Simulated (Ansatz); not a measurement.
**CH₃F₃SZr: a ladder of functionals and wavefunction methods**

An exercise on one series of results from a longer session: the logs are not shown, and one member is left open.

Program: Ansatz 0.2.0, Gaussian basis. Level of theory: functionals in def2-TZVPP, the program's frozen cores in correlated methods. These are calculated values, not measurements.

Levels to be run: LDA (SPW92), PBE-D4, revPBE-D4, BLYP-D4, r2SCAN-D4, B97M-V, PBE0-D4, B3LYP-D4, r2SCANh-D4, r2SCAN0-D4, HSE06-D4, BHLYP-D4, CAM-B3LYP-D4, LC-ωPBE, ωB97X-V, ωB97M-V, B2PLYP, PBE-QIDH; CCSD(T)/def2-SVP; CCSD(T)/def2-TZVPP; MP2/def2-QZVPP; extrapolation to the limit; RPA on PBE.

### Structure used throughout

All runs share one geometry, relaxed beforehand with PBE0-D4 in a triple-zeta def2 set. Zr takes the def2 core potential; no spin-orbit term is included.

9 atoms, charge 0, spin multiplicity 1.

Atoms are counted from 1 here; the program's logs count them from 0.

Bond lengths: C1–S2 1.829 Å, C1–H7 1.088 Å, C1–H8 1.088 Å, C1–H9 1.098 Å, S2–Zr3 2.410 Å, Zr3–F4 1.900 Å, Zr3–F5 1.893 Å, Zr3–F6 1.900 Å. Angles: S2–C1–H7 108.9°, S2–C1–H8 108.8°, S2–C1–H9 114.3°, H7–C1–H8 110.4°, H7–C1–H9 107.3°, H8–C1–H9 107.2°, C1–S2–Zr3 88.9°, S2–Zr3–F4 108.4°, S2–Zr3–F5 109.4°, S2–Zr3–F6 108.5°, F4–Zr3–F5 111.3°, F4–Zr3–F6 107.9°, F5–Zr3–F6 111.3°.

Coordinates:

```csv
atom,x (Å),y (Å),z (Å)
C1,0.1539,-1.3056,0.7847
S2,1.4212,-0.6482,-0.3580
Zr3,-0.0214,1.2288,-0.8071
F4,-1.6693,0.5702,-1.4870
F5,0.8194,2.3866,-2.0468
F6,-0.3795,2.1183,0.8336
H7,-0.1665,-2.2834,0.4298
H8,0.5867,-1.3871,1.7801
H9,-0.7445,-0.6796,0.8708
```

Set-up of the first run:

in.yaml reads:

```yaml
crystal:
  periodic: [false, false, false]
  atoms:
    - {symbol: C, position_ang: [0.153873, -1.305603, 0.784699]}
    - {symbol: S, position_ang: [1.421194, -0.648194, -0.357984]}
    - {symbol: Zr, position_ang: [-0.021413, 1.228785, -0.807105]}
    - {symbol: F, position_ang: [-1.669265, 0.570188, -1.487049]}
    - {symbol: F, position_ang: [0.819384, 2.386644, -2.046813]}
    - {symbol: F, position_ang: [-0.379475, 2.118330, 0.833645]}
    - {symbol: H, position_ang: [-0.166539, -2.283441, 0.429793]}
    - {symbol: H, position_ang: [0.586738, -1.387123, 1.780074]}
    - {symbol: H, position_ang: [-0.744497, -0.679586, 0.870750]}
basis:
  gaussian: {orbitals: def2-TZVPP}
hamiltonian: {xc: lda}
output: {orbitals: {seedname: orbitals}}
```

Run with:

```sh
> ansatz run in.yaml --threads 4 --pin off --events-out ev --progress --plain --max-ram 11315MiB
```

Among the steps run: LDA; PBE-D4 (GGA); revPBE-D4 (GGA); BLYP-D4 (GGA); r2SCAN-D4 (meta-GGA); B97M-V (meta-GGA); B3LYP-D4 (hybrid); r2SCANh-D4 (hybrid); r2SCAN0-D4 (hybrid); HSE06-D4 (hybrid); BHLYP-D4 (hybrid); CAM-B3LYP-D4 (range-separated); LC-ωPBE (range-separated); ωB97X-V (range-separated); ωB97M-V (range-separated); B2PLYP (double hybrid); PBE-QIDH (double hybrid).

One of the session's tables, all rows but one given; the rest of the session is left out.

It belongs to the step «Frontier levels by functional». 

| functional | HOMO (eV) | LUMO (eV) | gap (eV) |
| --- | --- | --- | --- |
| LDA (SPW92) | -6.58 | -2.77 | 3.81 |
| PBE-D4 | -6.42 | -2.49 | 3.93 |
| revPBE-D4 | -6.35 | -2.38 | 3.98 |
| BLYP-D4 | -6.27 | -2.38 | 3.89 |
| r2SCAN-D4 | -6.69 | -2.31 | 4.38 |
| B97M-V | -6.75 | -2.29 | 4.46 |
| PBE0-D4 | -7.64 | -1.63 | 6.01 |
| B3LYP-D4 | -7.41 | -1.87 | 5.53 |
| r2SCANh-D4 | -7.14 | -2.00 | 5.14 |
| r2SCAN0-D4 | -7.82 | -1.52 | 6.30 |
| HSE06-D4 | -7.24 | -2.01 | 5.23 |
| BHLYP-D4 | -8.72 | -0.65 | 8.07 |
| CAM-B3LYP-D4 | ? | ? | ? |
| LC-ωPBE | -10.26 | 0.74 | 10.99 |
| ωB97X-V | -9.92 | 0.62 | 10.53 |
| ωB97M-V | -9.77 | 0.48 | 10.25 |

Q: Estimate the row for CAM-B3LYP-D4 from the others.

**Answer.** HOMO (eV): -8.93; LUMO (eV): -0.52; gap (eV): 8.41. In the column «HOMO (eV)» it lies between ωB97M-V (-9.77) and BHLYP-D4 (-8.72).
